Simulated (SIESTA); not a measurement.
Crystal: Pt3W.

```
Pt W
1.0
    -1.94790    1.94790    4.01834
     1.94790   -1.94790    4.01834
     1.94790    1.94790   -4.01834
Pt W
3 1
Direct
  0.50000 0.50000 0.00000
  0.25000 0.75000 0.50000
  0.75000 0.25000 0.50000
  0.00000 0.00000 0.00000
```

The cell comes from a database or a generator and needn't be the stable form of this composition.

| Item | Value |
| --- | --- |
| Program | SIESTA 5.4.2 |
| Task | single point |
| Functional | PBEsol |
| Potentials or basis | PseudoDojo 0.4 standard (PBEsol files) |
| Basis | DZP (energy shift 0.003 Ry; two zetas on semicore shells) |
| Grid cutoff | 800 Ry |
| Energy shift | 0.003 Ry |
| k mesh | 10 × 10 × 10 |
| Occupations | fermi-dirac, width 0.05 eV |
| Spin | no spin polarisation |

On this cell: pressure -1.9 GPa; largest force under 0.003 eV/Å; band gap on the k mesh none (metal or under the smearing width).

The same run follows on a disturbed copy (atoms moved at random, drawn with an rms of 0.05 Å):

```
Pt W
1.0
    -1.94790    1.94790    4.01834
     1.94790   -1.94790    4.01834
     1.94790    1.94790   -4.01834
Pt W
3 1
Direct
  0.50062 0.49311 0.99443
  0.24766 0.77045 0.51911
  0.73866 0.23797 0.47910
  0.00436 0.00010 0.99881
```

**Question.** What changes?

**Answer.** The energy (extrapolated to zero smearing) moves by +31.6 meV/atom; pressure -0.6 GPa; largest force 1.896 eV/Å; band gap on the k mesh none (metal or under the smearing width).

Forces on the atoms (eV/Å):
```
Pt   0.332 -0.158  0.080
Pt  -1.868 -0.308  0.093
Pt   1.418  0.610  0.212
W    0.119 -0.143 -0.385
```

Stress tensor (GPa, compression positive):
```
-0.19  0.76  0.63
 0.76  0.09 -0.08
 0.63 -0.08 -1.67
```

Caveats: short orbitals over semicore shells can move pressures by several GPa; the basis of atomic orbitals isn't converged, which shifts pressures, moduli and gaps.
